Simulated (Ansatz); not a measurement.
# BClGaH₃S: basis-set convergence

How large a basis does BClGaH₃S need? Two functionals are run in growing sets.

Computed with Ansatz 0.2.0, Gaussian basis. Level: one geometry, several basis sets.

Levels to be run: PBE0-D4/def2-SVP; ωB97M-V/def2-SVP; PBE0-D4/def2-QZVPP; ωB97M-V/def2-QZVPP; the functionals' def2-TZVPP values are taken from earlier runs.

### Step 1. Structure used throughout

All runs share one geometry, relaxed beforehand with PBE0-D4 in a triple-zeta def2 set.

SMILES `B[S][GaH][Cl]`, 7 atoms, charge 0, spin multiplicity 1.

Atoms are counted from 1 here; the program's logs count them from 0.

Bond lengths: B1–S2 1.782 Å, B1–H5 1.195 Å, B1–H6 1.192 Å, S2–Ga3 2.210 Å, Ga3–Cl4 2.139 Å, Ga3–H7 1.550 Å. Angles: S2–B1–H5 121.7°, S2–B1–H6 116.9°, H5–B1–H6 121.4°, B1–S2–Ga3 98.3°, S2–Ga3–Cl4 114.7°, S2–Ga3–H7 124.7°, Cl4–Ga3–H7 120.6°.

As a file:

```
B    -0.69905    1.38899    0.44534
S    -1.32409   -0.22449    0.01920
Ga    0.60850   -1.21622   -0.38992
Cl    0.45314   -3.26888   -0.97061
H     0.47083    1.63019    0.44021
H    -1.50335    2.21956    0.73679
H     1.99401   -0.52915   -0.28100
```

### Step 2. PBE0-D4 in def2-SVP

in.yaml reads:

```yaml
crystal:
  periodic: [false, false, false]
  atoms:
    - {symbol: B, position_ang: [-0.699051, 1.388993, 0.445337]}
    - {symbol: S, position_ang: [-1.324094, -0.224493, 0.019196]}
    - {symbol: Ga, position_ang: [0.608501, -1.216222, -0.389916]}
    - {symbol: Cl, position_ang: [0.453144, -3.268882, -0.970613]}
    - {symbol: H, position_ang: [0.470834, 1.630190, 0.440206]}
    - {symbol: H, position_ang: [-1.503353, 2.219564, 0.736793]}
    - {symbol: H, position_ang: [1.994008, -0.529149, -0.281003]}
basis:
  gaussian: {orbitals: def2-SVP}
hamiltonian: {xc: pbe0, dispersion: d4}
output: {orbitals: {seedname: orbitals}}
```

On the command line:

```console
> ansatz run in.yaml --threads 2 --pin off --events-out ev --progress --plain --max-ram 4352MiB
```

Further steps of the session: ωB97M-V in def2-SVP; PBE0-D4 in def2-QZVPP; ωB97M-V in def2-QZVPP.

Before running them: what should the planned runs give, taken together? Wanted: PBE0-D4: double and triple zeta above quadruple; ωB97M-V: double and triple zeta above quadruple.

**Answer**, as computed:

```
                                       quantity           value
PBE0-D4: double and triple zeta above quadruple  17.44, 1.92 eV
ωB97M-V: double and triple zeta above quadruple  17.33, 1.84 eV
```

In words: For PBE0-D4 the step from double to triple zeta gains 15.53 eV and the next only 1.92 eV. These are total energies; as a rule much of such shifts cancels in differences, which this series doesn't test.
